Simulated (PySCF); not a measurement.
# W6 (W6): the cost of one run

Computed with PySCF 2.14.0. Level: PBE, W def2-SVP with ECP60; scalar-relativistic core potentials, no spin–orbit coupling.

9 further runs of the same task are left out: 2 for a known fault of the program, 7 that didn't finish. Runs told in other sessions of the task aren't counted.

**1. Where the work starts**

6 atoms, charge 0, spin multiplicity 3.

Bond lengths: W1–W2 2.520 Å, W1–W4 2.520 Å, W1–W5 2.520 Å, W1–W6 2.520 Å, W2–W3 2.520 Å, W2–W5 2.558 Å, W2–W6 2.558 Å, W3–W4 2.520 Å, W3–W5 2.520 Å, W3–W6 2.520 Å, W4–W5 2.558 Å, W4–W6 2.558 Å. Angles: W2–W1–W4 91.8°, W2–W1–W5 61.0°, W2–W1–W6 61.0°, W4–W1–W5 61.0°, W4–W1–W6 61.0°, W5–W1–W6 91.8°, W1–W2–W3 88.2°, W1–W2–W5 59.5°, W1–W2–W6 59.5°, W3–W2–W5 59.5°, W3–W2–W6 59.5°, W5–W2–W6 90.0°, W2–W3–W4 91.8°, W2–W3–W5 61.0°, W2–W3–W6 61.0°, W4–W3–W5 61.0°, W4–W3–W6 61.0°, W5–W3–W6 91.8° and more.

Geometry (Å):

```xyz
6
charge 0, multiplicity 3
W     1.7539    0.0005    0.0001
W    -0.0005    1.8089    0.0000
W    -1.7539   -0.0005   -0.0001
W     0.0005   -1.8089    0.0000
W    -0.0001    0.0000    1.8089
W     0.0001    0.0000   -1.8089
```

An earlier session relaxed this geometry at PBE, W def2-SVP with ECP60 (triplet, point group D4h).

Its energy there is -402.707206 Eh.

**2. Multiplicity 5 at the relaxed geometry**

Contents of run.py (the lines that set the calculation):

```python
mol = gto.M(atom='''
W      1.75393     0.00046     0.00012
W     -0.00048     1.80889     0.00000
W     -1.75393    -0.00046    -0.00012
W      0.00048    -1.80888     0.00000
W     -0.00012     0.00000     1.80892
W      0.00012     0.00000    -1.80891''',
    basis={'W': 'def2-SVP'},
    ecp={'W': 'def2-SVP'},
    charge=0, spin=4)
mf = dft.UKS(mol, xc='PBE')
mf.grids.atom_grid = (50, 194)
mf = mf.density_fit()  # fitting sets: W def2-universal-JKFIT
mf.conv_tol = 1e-08; mf.max_cycle = 55
mf.kernel(dm0)  # dm0: free metal ions and neutral atoms
```

Run with:

```sh
$ OMP_NUM_THREADS=4 python run.py
```

**Question.** How long does this run take on 4 threads of Arm Neoverse V1, shared host?

About 25 s.
